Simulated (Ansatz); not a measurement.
# CuF4P: the cost of one run

Method: RHF/def2-SVP; program: Ansatz 0.2.0.

2 further runs of the same task are left out: 2 set aside as unsound or not needed.

## 1. Where the work starts

SMILES `[F][Cu-][P+](F)(F)F`, 6 atoms, charge 0, spin multiplicity 1.

Atoms are counted from 1 here; the program's logs count them from 0.

Bond lengths: F1–Cu2 1.744 Å, Cu2–P3 2.088 Å, P3–F4 1.598 Å, P3–F5 1.598 Å, P3–F6 1.598 Å. Angles: F1–Cu2–P3 180.0°, Cu2–P3–F4 118.7°, Cu2–P3–F5 118.7°, Cu2–P3–F6 118.7°, F4–P3–F5 98.9°, F4–P3–F6 98.9°, F5–P3–F6 98.9°.

Coordinates:

```mol
CuF4P
  3D, bonds by distance, orders not assigned

  6  5  0  0  0  0  0  0  0  0999 V2000
    1.0131   -2.7444    1.3659 F   0  0
    0.4660   -1.2619    0.6285 Cu  0  0
   -0.1891    0.5125   -0.2549 P   0  0
   -1.3975    0.4487   -1.2993 F   0  0
    0.8457    1.3634   -1.1267 F   0  0
   -0.7382    1.6817    0.6866 F   0  0
  1  2  8  0
  2  3  8  0
  3  4  8  0
  3  5  8  0
  3  6  8  0
M  END
```

## 2. Relaxation

File input.yaml:

```yaml
crystal:
  periodic: [false, false, false]
  atoms:
    - { symbol: F, position_ang: [1.013079, -2.744383, 1.36588] }
    - { symbol: Cu, position_ang: [0.466029, -1.261912, 0.628455] }
    - { symbol: P, position_ang: [-0.189101, 0.512481, -0.254934] }
    - { symbol: F, position_ang: [-1.397513, 0.44869, -1.299287] }
    - { symbol: F, position_ang: [0.845731, 1.363449, -1.126718] }
    - { symbol: F, position_ang: [-0.738234, 1.681675, 0.686595] }
basis:
  gaussian: { orbitals: def2-SVP }
hamiltonian:
  xc: hf
output:
  forces: true
relax:
  f_tol: 0.003
  max_steps: 120
```

Started as:

```
ansatz run input.yaml --threads 1 --pin off --max-ram 2560MiB --backend cpu --events-out ev --progress --plain --runs-dir out
```

Q: Estimate wall time and peak memory on 1 thread of Arm Neoverse V2, shared host.

About 20 s, with a peak of 0.23 GiB.
